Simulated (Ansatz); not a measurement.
# Zn2GeN3: the cost of one run

Program: Ansatz 0.2.0. Level of theory: DFT PBE, scalar-relativistic, plane waves, PAW. These are calculated values, not measurements.

### 1 The structure to begin with

The structure is trigonal, space group P-3m1 (No. 164). Conventional cell: a = 3.002 Å, b = 3.002 Å, c = 7.668 Å, α = 90.00°, β = 90.00°, γ = 120.00°. Around Zn (site symmetry 3m) lie 6 N at 2.12 to 2.30 Å. Around Ge (site symmetry -3m) lie 6 N at 2.05 Å. N (site symmetry 3m) is surrounded by 3 Ge at 2.05 Å and 3 Zn at 2.30 Å. N (site symmetry -3m) is surrounded by 6 Zn at 2.12 Å.

Structure file:

```cif
data_structure
_symmetry_space_group_name_H-M 'P-3m1'
_symmetry_Int_Tables_number 164
_cell_length_a 3.0016
_cell_length_b 3.0016
_cell_length_c 7.6676
_cell_angle_alpha 90.000
_cell_angle_beta 90.000
_cell_angle_gamma 120.000
_cell_volume 59.83
loop_
_atom_site_label
_atom_site_type_symbol
_atom_site_symmetry_multiplicity
_atom_site_Wyckoff_symbol
_atom_site_fract_x
_atom_site_fract_y
_atom_site_fract_z
_atom_site_occupancy
Zn1 Zn 2 d 0.33333 0.66667 0.84019 1
Ge1 Ge 1 b 0.00000 0.00000 0.50000 1
N1 N 2 d 0.33333 0.66667 0.35652 1
N2 N 1 a 0.00000 0.00000 0.00000 1
```

The cell was relaxed beforehand at this level, from a database cell with other species swapped in; it needn't be the stable form of this composition. At a tolerance of 0.05 Å it has space group P-3m1 (No. 164); it has 9.97 Å³/atom, an uncorrected energy of +0.42 eV/atom over the elements.

### 2 Static run: bands, density of states and charges

The input, input.yaml:

```yaml
crystal:
  lattice:
    - [3.0015703697, 0.0, 0.0]
    - [-1.5007851849, 2.5994361914, 0.0]
    - [0.0, 0.0, 7.6676372793]
  atoms:
    - { symbol: Zn, position: [0.3333333333, 0.6666666667, 0.8401869751] }
    - { symbol: Zn, position: [0.6666666667, 0.3333333333, 0.1598130249] }
    - { symbol: Ge, position: [0.0, 0.0, 0.5] }
    - { symbol: "N", position: [0.3333333333, 0.6666666667, 0.3565174348] }
    - { symbol: "N", position: [0.6666666667, 0.3333333333, 0.6434825652] }
    - { symbol: "N", position: [0.0, 0.0, 0.0] }
basis:
  ecutwfc: 420
kpoints:
  mp_grid: { grid: [12, 12, 6] }
  band_path:
    path:
      - [[0.0, 0.0, 0.0], [0.5, 0.0, 0.0], [0.33333333, 0.33333333, 0.0], [0.0, 0.0, 0.0], [0.0, 0.0, 0.5], [0.5, 0.0, 0.5], [0.33333333, 0.33333333, 0.5], [0.0, 0.0, 0.5]]
      - [[0.5, 0.0, 0.5], [0.5, 0.0, 0.0]]
      - [[0.33333333, 0.33333333, 0.5], [0.33333333, 0.33333333, 0.0]]
    npoints: 14
hamiltonian:
  xc: pbe
scf:
  occupations: { method: gaussian, width: 0.1 }
  n_extra_bands: 15
output:
  forces: true
  stress: true
  eigenvalues: true
  populations: true
  dos: { projected: true, de: 0.02, nscf_kmesh: { grid: [15, 15, 8] } }
  bader: true
  write_density: true
  write_potential: true
  elf: true
  volumetric_format: npy
```

Started as:

```bash
> ansatz run input.yaml --threads 1 --pin off --max-ram 2560MiB --backend cpu --events-out ev --progress --plain --runs-dir out
```

What time and memory should one allow on 1 thread of Intel Xeon 6975P-C (Granite Rapids), shared host?

About 58 s, with a peak of 0.61 GiB.
